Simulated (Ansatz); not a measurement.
# BClH₂OS: up Jacob's ladder to CCSD(T)

An exercise on one series of results from a longer session: the logs are not shown, and one member is left open.

Program: Ansatz 0.2.0, Gaussian basis. Level of theory: functionals in def2-TZVPP, the program's frozen cores in correlated methods. These are calculated values, not measurements.

The runs, in order: LDA (SPW92), PBE-D4, revPBE-D4, BLYP-D4, r2SCAN-D4, B97M-V, PBE0-D4, B3LYP-D4, r2SCANh-D4, r2SCAN0-D4, HSE06-D4, BHLYP-D4, CAM-B3LYP-D4, LC-ωPBE, ωB97X-V, ωB97M-V, B2PLYP, PBE-QIDH; CCSD(T)/def2-SVP; CCSD(T)/def2-TZVPP; CCSD(T)/def2-QZVPP; extrapolation to the limit.

### The geometry

An earlier PBE0-D4 in a triple-zeta def2 set relaxation fixed the geometry.

SMILES `OB(S)Cl`, 6 atoms, charge 0, spin multiplicity 1.

Atoms are counted from 1 here; the program's logs count them from 0.

Bond lengths: O1–B2 1.348 Å, O1–H5 0.962 Å, B2–S3 1.800 Å, B2–Cl4 1.770 Å, S3–H6 1.344 Å. Angles: B2–O1–H5 113.2°, O1–B2–S3 121.5°, O1–B2–Cl4 120.9°, S3–B2–Cl4 117.6°, B2–S3–H6 94.9°.

Set-up of the first run:

Input file in.yaml:

```yaml
crystal:
  periodic: [false, false, false]
  atoms:
    - {symbol: O, position_ang: [0.301696, 0.907971, -0.627170]}
    - {symbol: B, position_ang: [-0.232326, -0.218356, -0.112874]}
    - {symbol: S, position_ang: [0.333033, -0.896085, 1.455754]}
    - {symbol: Cl, position_ang: [-1.520680, -1.083975, -0.964343]}
    - {symbol: H, position_ang: [-0.088318, 1.162562, -1.468680]}
    - {symbol: H, position_ang: [1.248594, 0.063884, 1.671212]}
basis:
  gaussian: {orbitals: def2-TZVPP}
hamiltonian: {xc: lda}
output: {orbitals: {seedname: orbitals}}
```

Run with:

```console
ansatz run in.yaml --threads 2 --pin off --events-out ev --progress --plain --max-ram 32768MiB --backend cpu
```

Steps of the session up to this table: LDA; PBE-D4 (GGA); revPBE-D4 (GGA); BLYP-D4 (GGA); r2SCAN-D4 (meta-GGA); B97M-V (meta-GGA); PBE0-D4 (hybrid); B3LYP-D4 (hybrid); r2SCANh-D4 (hybrid); r2SCAN0-D4 (hybrid); HSE06-D4 (hybrid); BHLYP-D4 (hybrid); CAM-B3LYP-D4 (range-separated); LC-ωPBE (range-separated); ωB97X-V (range-separated); ωB97M-V (range-separated); B2PLYP (double hybrid); PBE-QIDH (double hybrid).

One table of the session follows, with a row left open; its other results are not shown here.

It belongs to the step «Frontier levels by functional». 

| functional | HOMO (eV) | gap (eV) |
| --- | --- | --- |
| LDA (SPW92) | -6.82 | 5.53 |
| PBE-D4 | -6.68 | 5.66 |
| revPBE-D4 | -6.63 | 5.71 |
| BLYP-D4 | -6.51 | 5.65 |
| r2SCAN-D4 | -6.99 | 6.28 |
| B97M-V | -7.05 | 6.50 |
| PBE0-D4 | -7.93 | 7.88 |
| B3LYP-D4 | ? | ? |
| r2SCANh-D4 | -7.44 | 7.08 |
| r2SCAN0-D4 | -8.13 | 8.27 |
| HSE06-D4 | -7.53 | 7.09 |
| BHLYP-D4 | -9.01 | 10.09 |
| CAM-B3LYP-D4 | -9.24 | 10.36 |
| LC-ωPBE | -10.67 | 12.92 |
| ωB97X-V | -10.29 | 12.50 |
| ωB97M-V | -10.10 | 12.14 |

Estimate the missing values for B3LYP-D4.

Worked estimate for «HOMO (eV)». Against the share of exact exchange, BLYP-D4 (0, -6.51), BHLYP-D4 (0.5, -9.01) give a slope of -5.00 per unit share; at 0.2 the line stands at -7.51.

**Answer.** HOMO (eV): -7.67; gap (eV): 7.42. In «HOMO (eV)» the line misses by +0.16.
